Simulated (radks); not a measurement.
**C in [He] 2s2 2p1.5 3p0.5: an all-electron calculation**

An exercise on one series of results from a longer session: the logs are not shown, and one member is left open.

Program: radks (a radial shooting solver on a logarithmic mesh, Libxc functionals) version 1. Level of theory: scalar-relativistic Kohn-Sham, revPBE, spin-polarised, spherical densities, finite nucleus; open shells are filled with parallel spins first. These are calculated values, not measurements, unless marked.

## The atom as given

| Property | Result |
| --- | --- |
| element | carbon (Z = 6) |
| charge | 0 |
| electrons | 6 |
| configuration | [He] 2s2 2p1.5 3p0.5 |
| nuclear rms radius | 2.4702 fm |

Set-up of the first run:

Input:

```text
Z 6
configuration [He] 2s2 2p1.5 3p0.5 3s0 3d0 4p0 4f0
relativity scalar-relativistic
functional pbe_r,pbe
spin polarised
nucleus finite rms 2.4702 fm
c 137.035999084
```

Run with:

```bash
> python run_ks.py task.json out
```

All runs below come from this command, one after another.

One of the session's tables, all rows but one given; the rest of the session is left out.

It belongs to the step «Shells». Radial moments (bohr):

| level | <r> | outermost maximum (interpolated) | 90 % within | nodes |
| --- | --- | --- | --- | --- |
| 1s up | 0.2705 | 0.174 | 0.486 | 0 |
| 1s down | 0.2699 | 0.174 | 0.484 | 0 |
| 2s up | 1.503 | 1.19 | 2.38 | 1 |
| 2s down | 1.541 | 1.20 | 2.45 | 1 |
| 2p up | ? | ? | ? | ? |
| 2p down | 1.706 | 1.18 | 2.93 | 0 |
| 3s up | 7.075 | 6.31 | 10.7 | 2 |
| 3p up | 9.145 | 8.20 | 13.6 | 1 |
| 3d up | 13.57 | 10.3 | 20.7 | 0 |

Estimate the missing values for 2p up.

As computed: <r>: 1.604; outermost maximum (interpolated): 1.15; 90 % within: 2.71; nodes: 0. In the column «<r>» it lies between 2s down (1.541) and 2p down (1.706).
